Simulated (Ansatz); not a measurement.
# C₄H₅F₃: a ladder of functionals and wavefunction methods

How much do the methods differ for C₄H₅F₃? The plan is to run it at one geometry with functionals of several rungs and with coupled cluster, and see how far each lands from CCSD(T) at the basis-set limit for the atomisation energy.

The runs use Ansatz 0.2.0, Gaussian basis; functionals in def2-TZVPP, the program's frozen cores in correlated methods.

Levels to be run: LDA (SPW92), PBE-D4, revPBE-D4, BLYP-D4, r2SCAN-D4, B97M-V, PBE0-D4, B3LYP-D4, r2SCANh-D4, r2SCAN0-D4, HSE06-D4, BHLYP-D4, CAM-B3LYP-D4, LC-ωPBE, ωB97X-V, ωB97M-V, B2PLYP, PBE-QIDH; CCSD(T)/def2-SVP; CCSD(T)/def2-TZVPP; MP2/def2-QZVPP; extrapolation to the limit; RPA on PBE.

## 1. The geometry

The geometry comes from an earlier relaxation with PBE0-D4 in a triple-zeta def2 set; it is a stationary point, not always the lowest conformer.

SMILES `C/C(F)=C/C(F)F`, 12 atoms, charge 0, spin multiplicity 1.

Atoms are counted from 1 here; the program's logs count them from 0.

Bond lengths: C1–C2 1.478 Å, C1–H8 1.093 Å, C1–H9 1.093 Å, C1–H10 1.089 Å, C2–F3 1.344 Å, C2–C4 1.325 Å, C4–C5 1.480 Å, C4–H11 1.082 Å, C5–F6 1.363 Å, C5–F7 1.363 Å, C5–H12 1.092 Å. Angles: C2–C1–H8 110.1°, C2–C1–H9 110.1°, C2–C1–H10 110.7°, H8–C1–H9 107.5°, H8–C1–H10 109.2°, H9–C1–H10 109.2°, C1–C2–F3 112.2°, C1–C2–C4 128.0°, F3–C2–C4 119.8°, C2–C4–C5 123.9°, C2–C4–H11 119.2°, C5–C4–H11 117.0°, C4–C5–F6 110.2°, C4–C5–F7 110.1°, C4–C5–H12 113.7°, F6–C5–F7 106.3°, F6–C5–H12 108.1°, F7–C5–H12 108.1°.

## 2. LDA

This LDA is Slater exchange with PW92 correlation.

in.yaml reads:

```yaml
crystal:
  periodic: [false, false, false]
  atoms:
    - {symbol: C, position_ang: [-0.159584, -1.932020, 0.397858]}
    - {symbol: C, position_ang: [0.007785, -0.609046, -0.239068]}
    - {symbol: F, position_ang: [0.195038, -0.705387, -1.566427]}
    - {symbol: C, position_ang: [-0.008982, 0.582810, 0.338945]}
    - {symbol: C, position_ang: [0.169022, 1.857457, -0.392453]}
    - {symbol: F, position_ang: [-0.919598, 2.657838, -0.212984]}
    - {symbol: F, position_ang: [1.234127, 2.542711, 0.111256]}
    - {symbol: H, position_ang: [-1.019408, -2.450899, -0.034092]}
    - {symbol: H, position_ang: [0.723610, -2.550251, 0.216560]}
    - {symbol: H, position_ang: [-0.308086, -1.826985, 1.471186]}
    - {symbol: H, position_ang: [-0.160739, 0.648043, 1.408767]}
    - {symbol: H, position_ang: [0.323914, 1.730528, -1.465548]}
basis:
  gaussian: {orbitals: def2-TZVPP}
hamiltonian: {xc: lda}
output: {orbitals: {seedname: orbitals}}
```

Started as:

```
$ ansatz run in.yaml --threads 4 --pin off --events-out ev --progress --plain --max-ram 11315MiB
```

The runs that follow: PBE-D4 (GGA); revPBE-D4 (GGA); BLYP-D4 (GGA); r2SCAN-D4 (meta-GGA); B97M-V (meta-GGA); B3LYP-D4 (hybrid); r2SCANh-D4 (hybrid); r2SCAN0-D4 (hybrid); HSE06-D4 (hybrid); BHLYP-D4 (hybrid); CAM-B3LYP-D4 (range-separated); LC-ωPBE (range-separated); ωB97X-V (range-separated); ωB97M-V (range-separated); B2PLYP (double hybrid); PBE-QIDH (double hybrid); CCSD(T) in def2-SVP; CCSD(T) in def2-TZVPP; MP2 in def2-QZVPP; RPA on PBE orbitals.

**Question.** What will the summary of the whole plan be? Wanted: atomisation energy, CCSD(T)/CBS; farthest beyond LDA; mean size of error, GGA; mean size of error, meta-GGA; mean size of error, hybrid; mean size of error, range-separated; mean size of error, double hybrid; gap, smallest and largest; T1 diagnostic.

As calculated:

| quantity | value |
| --- | --- |
| atomisation energy, CCSD(T)/CBS | 4982.4 kJ/mol |
| functionals within 24.9 kJ/mol (0.5 %) | B97M-V, B3LYP-D4, r2SCANh-D4, ωB97X-V, PBE-QIDH |
| farthest beyond LDA | PBE-D4 (+193.9 kJ/mol) |
| mean size of error, GGA | 84.5 kJ/mol |
| mean size of error, meta-GGA | 27.8 kJ/mol |
| mean size of error, hybrid | 64.4 kJ/mol |
| mean size of error, range-separated | 30.8 kJ/mol |
| mean size of error, double hybrid | 21.4 kJ/mol |
| gap, smallest and largest | 5.33 eV (LDA (SPW92)), 12.77 eV (LC-ωPBE) |
| T1 diagnostic | 0.0119 |
| triples share of the correlation energy | 3.5 % |

LDA overbinds by 890.2 kJ/mol (18 %). PBE-D4 misses by +193.9 kJ/mol. Double hybrids carry the basis error of their MP2 part in triple zeta, and no dispersion term here, so their miss is partly the set-up's. Taken by rung, double hybrid functionals do best (21.4 kJ/mol on average) and GGA ones worst beyond LDA (84.5 kJ/mol). hybrid functionals lie within the reference's doubt of that worst mean (64.4 kJ/mol), so those two tie. The gap between the best rungs is small, so their order is not settled. The reference freezes the cores and leaves out relativity and excitations past (T), so misses under about 24.9 kJ/mol can't be ranked. Hartree-Fock recovers 72 % of the binding; the rest is correlation. CCSD(T) in def2-SVP is off by -205.8 kJ/mol, more than most functionals: a good method in a small basis is no reference. Orbital gaps span 5.3 to 12.8 eV; exact exchange widens them.
